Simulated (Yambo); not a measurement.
Crystal: GaSb.

```
Sb Ga
1.0
     0.00000    3.05900    3.05900
     3.05900    0.00000    3.05900
     3.05900    3.05900    0.00000
Sb Ga
1 1
Direct
  0.75000 0.75000 0.75000
  0.00000 0.00000 0.00000
```

Program: Yambo 5.3.0. Alike in all runs: task optical spectrum; no spin polarisation; cell as given; smearing fermi-dirac 0.05 eV. Hardware: 1 thread of Arm Neoverse V1, with other jobs on the host.

Question: Order these runs on this cell by their wall time, lowest first.
A. level LDA; potentials or basis PseudoDojo 0.4.1 SR LDA standard; k mesh 10 × 10 × 10; cutoff (eV) 680; k mesh of the self-consistent run 10 × 10 × 10; form of the LDA PW92; direction of the field or of q to 0 z; broadening 0.3 eV; kernel Hartree (RPA with local fields); mesh quality not flagged
B. level LDA; potentials or basis PseudoDojo 0.4.1 SR LDA standard; k mesh 4 × 4 × 4; cutoff (eV) 803; k mesh of the self-consistent run 8 × 8 × 8; form of the LDA PW92; direction of the field or of q to 0 z; broadening 0.1 eV; kernel Hartree (RPA with local fields); mesh quality coarse
C. level PBE; potentials or basis PseudoDojo 0.4.1 SR PBE standard; k mesh 12 × 12 × 12; cutoff (eV) 1088; k mesh of the self-consistent run 12 × 12 × 12; direction of the field or of q to 0 x + y; broadening 0.3 eV; kernel adiabatic LDA; mesh quality not flagged

Answer: B (63 s), A (130 s), C (270 s).

Caveats: some runs use coarse meshes; the intraband (Drude) term of the metal is left out; these spectra lack excitons; spectra need much finer meshes, so this one isn't converged (some runs); the LDA kernel is used on GGA states, which is inconsistent by a few percent (some runs).
